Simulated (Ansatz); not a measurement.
**ClH7OSi3: up Jacob's ladder to CCSD(T)**

How much do the methods differ for ClH7OSi3? The plan is to run it at one geometry with functionals of several rungs and with coupled cluster, and see how far each lands from CCSD(T) at the basis-set limit for the atomisation energy.

Method: functionals in def2-TZVPP, the program's frozen cores in correlated methods; program: Ansatz 0.2.0, Gaussian basis.

Plan: PBE-D4, r2SCAN-D4, PBE0-D4, B3LYP-D4, ωB97X-V, ωB97M-V, B2PLYP; CCSD(T)/def2-TZVPP; MP2/def2-QZVPP; extrapolation to the limit.

## Step 1: Structure used throughout

All runs share one geometry, relaxed beforehand with PBE0-D4 in a triple-zeta def2 set.

SMILES `O[SiH2][SiH2][SiH2]Cl`, 12 atoms, charge 0, spin multiplicity 1.

Atoms are counted from 1 here; the program's logs count them from 0.

Bond lengths: O1–Si2 1.652 Å, O1–H6 0.958 Å, Si2–Si3 2.349 Å, Si2–H7 1.483 Å, Si2–H8 1.492 Å, Si3–Si4 2.338 Å, Si3–H9 1.489 Å, Si3–H10 1.491 Å, Si4–Cl5 2.064 Å, Si4–H11 1.485 Å, Si4–H12 1.485 Å. Angles: Si2–O1–H6 117.8°, O1–Si2–Si3 113.0°, O1–Si2–H7 105.6°, O1–Si2–H8 111.5°, Si3–Si2–H7 110.1°, Si3–Si2–H8 107.9°, H7–Si2–H8 108.7°, Si2–Si3–Si4 110.3°, Si2–Si3–H9 111.2°, Si2–Si3–H10 109.9°, Si4–Si3–H9 108.9°, Si4–Si3–H10 108.1°, H9–Si3–H10 108.4°, Si3–Si4–Cl5 110.1°, Si3–Si4–H11 111.3°, Si3–Si4–H12 111.3°, Cl5–Si4–H11 107.6°, Cl5–Si4–H12 107.6° and more.

Geometry (Å):

```
O    -1.6354    2.2500    1.3561
Si   -0.8559    0.7951    1.2979
Si    0.1965    0.4015   -0.7654
Si    1.2395   -1.6904   -0.7578
Cl    2.1200   -2.0511   -2.5896
H    -2.3130    2.4204    0.7005
H     0.1521    0.8381    2.3853
H    -1.7918   -0.3375    1.5584
H     1.2149    1.4476   -1.0581
H    -0.8160    0.4093   -1.8606
H     0.2611   -2.7791   -0.5072
H     2.3048   -1.7589    0.2745
```

## Step 2: PBE-D4 (GGA)

Contents of in.yaml:

```yaml
crystal:
  periodic: [false, false, false]
  atoms:
    - {symbol: O, position_ang: [-1.635359, 2.250030, 1.356071]}
    - {symbol: Si, position_ang: [-0.855887, 0.795077, 1.297870]}
    - {symbol: Si, position_ang: [0.196504, 0.401504, -0.765398]}
    - {symbol: Si, position_ang: [1.239537, -1.690433, -0.757789]}
    - {symbol: Cl, position_ang: [2.119956, -2.051121, -2.589596]}
    - {symbol: H, position_ang: [-2.312961, 2.420397, 0.700508]}
    - {symbol: H, position_ang: [0.152112, 0.838123, 2.385301]}
    - {symbol: H, position_ang: [-1.791828, -0.337502, 1.558362]}
    - {symbol: H, position_ang: [1.214908, 1.447566, -1.058108]}
    - {symbol: H, position_ang: [-0.815964, 0.409256, -1.860563]}
    - {symbol: H, position_ang: [0.261123, -2.779063, -0.507230]}
    - {symbol: H, position_ang: [2.304760, -1.758933, 0.274474]}
basis:
  gaussian: {orbitals: def2-TZVPP}
hamiltonian: {xc: pbe, dispersion: d4}
output: {forces: true, orbitals: {seedname: orbitals}}
```

Run with:

```
> ansatz run in.yaml --threads 4 --pin off --events-out ev --progress --plain --max-ram 10444MiB
```

Further steps of the session: r2SCAN-D4 (meta-GGA); PBE0-D4 (hybrid); B3LYP-D4 (hybrid); ωB97X-V (range-separated); ωB97M-V (range-separated); B2PLYP (double hybrid); CCSD(T) in def2-TZVPP; MP2 in def2-QZVPP.

Before running them: what should the planned runs give, taken together? Wanted: atomisation energy, CCSD(T)/CBS; farthest; mean size of error, hybrid; mean size of error, range-separated; gap, smallest and largest; T1 diagnostic; triples share of the correlation energy.

The runs gave:

| quantity | value |
| --- | --- |
| atomisation energy, CCSD(T)/CBS | 901.0 kcal/mol |
| functionals within 4.5 kcal/mol (0.5 %) | r2SCAN-D4, ωB97M-V |
| farthest | B2PLYP (-19.3 kcal/mol) |
| mean size of error, hybrid | 11.0 kcal/mol |
| mean size of error, range-separated | 3.8 kcal/mol |
| gap, smallest and largest | 4.60 eV (PBE-D4), 10.82 eV (ωB97X-V) |
| T1 diagnostic | 0.0122 |
| triples share of the correlation energy | 3.6 % |

PBE-D4 misses by -7.6 kcal/mol. Double hybrids carry the basis error of their MP2 part in triple zeta, and no dispersion term here, so their miss is partly the set-up's. Misses under about 4.5 kcal/mol are within the doubt on the reference itself, which lacks core-valence correlation, relativity and higher excitations. Hartree-Fock recovers 74 % of the binding; the rest is correlation. The gap grows from 4.6 to 10.8 eV across the functionals, mostly with the share of exact exchange.
